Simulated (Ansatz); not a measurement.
# PIr (zincblende type): how the settings move a single-point run

How sensitive is a single-point run of PIr (zincblende type) to its settings? A reference run comes first, then one run with altered input.

Program: Ansatz 0.2.0. Level of theory: reference: DFT, LDA, PAW with Ansatz's default frozen-core files, scalar-relativistic. These are calculated values, not measurements.

### Step 1. The starting structure

The structure is cubic, space group F-43m (No. 216). The conventional cell has a = 4.899 Å, b = 4.899 Å, c = 4.899 Å, α = 90.00°, β = 90.00°, γ = 90.00°. Around Ir (site symmetry -43m) lie 4 P at 2.12 Å. P (site symmetry -43m) has 4 Ir at 2.12 Å in its first shell of neighbours.

Coordinates:

```
CELL_PARAMETERS angstrom
0.00000 2.44931 2.44931
2.44931 0.00000 2.44931
2.44931 2.44931 0.00000
ATOMIC_POSITIONS crystal
Ir 0.00000 0.00000 0.00000
P 0.25000 0.25000 0.25000
```

### Step 2. Reference

File input.yaml:

```yaml
crystal:
  lattice:
    - [0.0, 2.4493059087, 2.4493059087]
    - [2.4493059087, 0.0, 2.4493059087]
    - [2.4493059087, 2.4493059087, 0.0]
  atoms:
    - { symbol: Ir, position: [0.0, 0.0, 0.0] }
    - { symbol: P, position: [0.25, 0.25, 0.25] }
kpoints:
  mp_grid: { grid: [12, 12, 12] }
scf:
  occupations: { method: fermi_dirac, width: 0.05 }
hamiltonian:
  xc: lda
  pseudopotentials: { kind: paw }
output:
  forces: true
  stress: true
  eigenvalues: true
  populations: true
```

Launch:

```
ansatz run input.yaml --threads 1 --pin off --max-ram 2048MiB --backend cpu --events-out ev --progress --plain --runs-dir out
```

### Step 3. Changed: occupations.method tetrahedron, chi_scale 0.3, width left out

input.yaml: that of step 2 with these lines changed.

```diff
@@ -11,3 +11,4 @@
 scf:
-  occupations: { method: fermi_dirac, width: 0.05 }
+  occupations: { method: tetrahedron }
+  initial_density: { chi_scale: 0.3 }
 hamiltonian:
```

**Question.** What will these runs give? Wanted: for each run, ending; energy change; pressure; gap; force.

**Answer**, as computed:

```
                                                             run     ending        energy change  pressure (GPa)  gap (eV)  force (eV/Å)  cycles   time
                                                       reference  converged                    0            46.0      0.00          0.00       6    5 s
1: occupations.method tetrahedron, chi_scale 0.3, width left out  converged  +4.7 meV/atom (σ→0)            46.1      0.00          0.00       7  3.9 s
```

Residual by cycle in the longest SCF loop of each run; runs are numbered as in the table. The quantity is the density residual dr2, in eV.

```
cycle  reference    run 1
    1     0.0141    0.732
    2    0.00181    0.296
    3     8.5e-5  0.00594
    4     3.4e-6  0.00129
    5     3.7e-8   2.9e-5
    6     1.2e-9   1.0e-6
    7          -   7.8e-8
```

**Reading.** Changing the smearing and start moves the energy by +4.7 meV/atom (σ→0 values). Cost: 7 SCF cycles against 6. The structure is not at rest: the sound run finds 46 GPa, so these are no properties of the relaxed crystal. The reference leaves spin out although Ir can carry a moment, so its state need not be the lowest.
